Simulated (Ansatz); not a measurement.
# NbB2: the cost of one run

Program: Ansatz 0.2.0. Level of theory: DFT PBEsol, scalar-relativistic, plane waves, PAW. These are calculated values, not measurements.

### 1 The structure to begin with

The structure is hexagonal, space group P6/mmm (No. 191). Conventional cell: a = 3.110 Å, b = 3.110 Å, c = 3.270 Å, α = 90.00°, β = 90.00°, γ = 120.00°. Nb (site symmetry 6/mmm) has 12 B at 2.43 Å in its first shell of neighbours. B (site symmetry -6m2) has 3 B at 1.80 Å and 6 Nb at 2.43 Å in its first shell of neighbours.

Structure file:

```
CELL_PARAMETERS angstrom
3.11000 0.00000 0.00000
-1.55500 2.69334 0.00000
0.00000 0.00000 3.27000
ATOMIC_POSITIONS crystal
Nb 0.00000 0.00000 0.00000
B 0.33333 0.66667 0.50000
B 0.66667 0.33333 0.50000
```

The structure comes from the Crystallography Open Database.

(A quick probe on a coarse mesh, which set the mesh and smearing, is not shown.)

### 3 The relaxation

input.yaml reads:

```yaml
crystal:
  lattice:
    - [3.1100004305, 0.0, 0.0]
    - [-1.5550002153, 2.6933393786, 0.0]
    - [0.0, 0.0, 3.27]
  atoms:
    - { symbol: Nb, position: [0.0, 0.0, 0.0] }
    - { symbol: B, position: [0.3333333333, 0.6666666667, 0.5] }
    - { symbol: B, position: [0.6666666667, 0.3333333333, 0.5] }
basis:
  ecutwfc: 420
kpoints:
  mp_grid: { grid: [18, 18, 14] }
hamiltonian:
  xc: pbesol
scf:
  occupations: { method: gaussian, width: 0.1 }
output:
  forces: true
  stress: true
  eigenvalues: true
relax:
  adjacent_minimum: "off"
  f_tol: 0.005
  max_steps: 80
  cell: { stress_tol: 0.05 }
```

On the command line:

```console
$ ansatz run input.yaml --threads 1 --pin off --max-ram 2560MiB --backend cpu --events-out ev --progress --plain --runs-dir out
```

What time and memory should one allow on 1 thread of Arm Neoverse V2, shared host?

About 26 s, with a peak of 0.4 GiB.
